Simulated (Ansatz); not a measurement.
# HHfI3O: basis-set convergence

The task here is to estimate one member of a computed series from the others.

Program: Ansatz 0.2.0, Gaussian basis. Level of theory: one geometry, several basis sets. These are calculated values, not measurements.

Levels to be run: PBE0-D4/def2-SVP; ωB97M-V/def2-SVP; PBE0-D4/def2-QZVPP; ωB97M-V/def2-QZVPP; the functionals' def2-TZVPP values are taken from earlier runs.

**The geometry**

The geometry comes from an earlier relaxation with PBE0-D4 in a triple-zeta def2 set; it is a stationary point. Hf, I take the def2 core potential; no spin-orbit term is included.

SMILES `[OH][Hf]([I])([I])[I]`, 6 atoms, charge 0, spin multiplicity 1.

Atoms are counted from 1 here; the program's logs count them from 0.

Bond lengths: O1–Hf2 1.873 Å, O1–H6 0.953 Å, Hf2–I3 2.701 Å, Hf2–I4 2.701 Å, Hf2–I5 2.701 Å. Angles: Hf2–O1–H6 180.0°, O1–Hf2–I3 108.9°, O1–Hf2–I4 108.9°, O1–Hf2–I5 108.9°, I3–Hf2–I4 110.1°, I3–Hf2–I5 110.1°, I4–Hf2–I5 110.1°.

Set-up of the first run:

Contents of in.yaml:

```yaml
crystal:
  periodic: [false, false, false]
  atoms:
    - {symbol: O, position_ang: [-0.726395, 0.260804, 1.317298]}
    - {symbol: Hf, position_ang: [0.164774, -0.059334, -0.298814]}
    - {symbol: I, position_ang: [2.739975, -0.677960, 0.231011]}
    - {symbol: I, position_ang: [-1.040187, -2.116097, -1.568743]}
    - {symbol: I, position_ang: [0.041577, 2.168913, -1.820455]}
    - {symbol: H, position_ang: [-1.179743, 0.423674, 2.139713]}
basis:
  gaussian: {orbitals: def2-SVP}
hamiltonian: {xc: pbe0, dispersion: d4}
output: {orbitals: {seedname: orbitals}}
```

Run with:

```console
$ ansatz run in.yaml --threads 4 --pin off --events-out ev --progress --plain --max-ram 11315MiB
```

Among the steps run: PBE0-D4 in def2-SVP; ωB97M-V in def2-SVP; PBE0-D4 in def2-QZVPP; ωB97M-V in def2-QZVPP.

One table of the session follows, with a row left open; its other results are not shown here.

It belongs to the step «Functionals by basis». 

```
functional       basis  HOMO (eV)  LUMO (eV)
   PBE0-D4    def2-SVP      -7.67      -2.13
   PBE0-D4  def2-TZVPP      -7.65      -2.06
   PBE0-D4  def2-QZVPP      -7.66      -2.08
   ωB97M-V    def2-SVP          ?          ?
   ωB97M-V  def2-TZVPP      -9.66      -0.20
   ωB97M-V  def2-QZVPP      -9.67      -0.22
```

Estimate the missing values for ωB97M-V, def2-SVP.

The run gave: HOMO (eV): -9.65; LUMO (eV): -0.25. In the column «HOMO (eV)» it lies between ωB97M-V, def2-TZVPP (-9.66) and PBE0-D4, def2-SVP (-7.67).
